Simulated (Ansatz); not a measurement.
Here is an Ansatz input file for AlGa₃N₄, space group P-43m. Write the same calculation for the Python package.

```yaml
crystal:
  lattice:
    - [4.47169, 0.0, 0.0]
    - [0.0, 4.47169, 0.0]
    - [0.0, 0.0, 4.47169]
  atoms:
    - { symbol: Al, position: [0.0, 0.0, 0.0] }
    - { symbol: Ga, position: [0.5, 0.5, 0.0] }
    - { symbol: Ga, position: [0.5, 0.0, 0.5] }
    - { symbol: Ga, position: [0.0, 0.5, 0.5] }
    - { symbol: "N", position: [0.75571, 0.75571, 0.24429] }
    - { symbol: "N", position: [0.75571, 0.24429, 0.75571] }
    - { symbol: "N", position: [0.24429, 0.75571, 0.75571] }
    - { symbol: "N", position: [0.24429, 0.24429, 0.24429] }
kpoints:
  mp_grid:
    grid: [4, 4, 4]
    shift: [0.0, 0.0, 0.0]
hamiltonian:
  xc: lda
scf:
  occupations:
    method: fixed
dielectric: {}
```

`eps_alga3n4.py`
```python
'''High-frequency dielectric tensor and Born charges of AlGa3N4.'''

from dataclasses import dataclass
import warnings

import ansatz as az
import numpy as np


@dataclass(frozen=True)
class Settings:
    xc: str = 'lda'
    smearing: str = 'fixed'


opts = Settings()

warnings.simplefilter('ignore', az.DeckWarning)

lattice = az.Lattice.of(
    (4.47169, 0.0, 0.0),
    (0.0, 4.47169, 0.0),
    (0.0, 0.0, 4.47169),
)
sites = [
    ('Al', (0.0, 0.0, 0.0)),
    ('Ga', (0.5, 0.5, 0.0)),
    ('Ga', (0.5, 0.0, 0.5)),
    ('Ga', (0.0, 0.5, 0.5)),
    ('N', (0.75571, 0.75571, 0.24429)),
    ('N', (0.75571, 0.24429, 0.75571)),
    ('N', (0.24429, 0.75571, 0.75571)),
    ('N', (0.24429, 0.24429, 0.24429)),
]
cell = az.Crystal(lattice=lattice)
for symbol, position in sites:
    cell = cell.atom(symbol, position)

# an insulator: whole occupations
model = (
    cell.calculation()
    .functional(opts.xc)
    .kpoints(4, center='gamma')
    .occupations(opts.smearing)
    .dielectric()
)
out = model.run(threads=1)
response = out.dielectric
eps = np.asarray(response.eps_inf)

print(f'mean eps_inf {np.trace(eps) / 3:.3f}, fraction of exact exchange 1/eps = {3 / np.trace(eps):.3f}')
print(np.array2string(eps, precision=3, suppress_small=True))
for site, z in zip(out.lattice.sites, response.zstar_e):
    print(f'{site.symbol:2s} Z* trace/3 = {np.trace(z) / 3:+.3f} e')
print(f'charge neutrality missed by {response.zstar_sum_residual_pre_e:.4f} e before the sum rule')
```

```console
$ python eps_alga3n4.py
mean eps_inf 5.515, fraction of exact exchange 1/eps = 0.181
[[ 5.515  0.     0.   ]
 [ 0.     5.515 -0.   ]
 [ 0.    -0.     5.515]]
Al Z* trace/3 = +2.570 e
Ga Z* trace/3 = +2.626 e
Ga Z* trace/3 = +2.626 e
Ga Z* trace/3 = +2.626 e
N  Z* trace/3 = -2.612 e
N  Z* trace/3 = -2.612 e
N  Z* trace/3 = -2.612 e
N  Z* trace/3 = -2.612 e
charge neutrality missed by 0.0232 e before the sum rule
```

Under fixed occupations the level called the Fermi level is the highest filled one on the SCF mesh; off the mesh a filled band can lie a little above it. Pressure is positive in compression. The structure comes from a database of computed cells and needn't be a stable or known phase. This is the electronic (clamped-ion) response; a semilocal gap that is too small tends to raise it. The typed mesh is that of the SCF; the response is solved on denser meshes that the run picks. Hardware and time: 31 s on 1 thread of Intel(R) Xeon(R) Platinum 8488C (Sapphire Rapids), on a shared host, peak memory 0.74 GiB.

(Lines on the test bed's own set-up are left out of the output.)
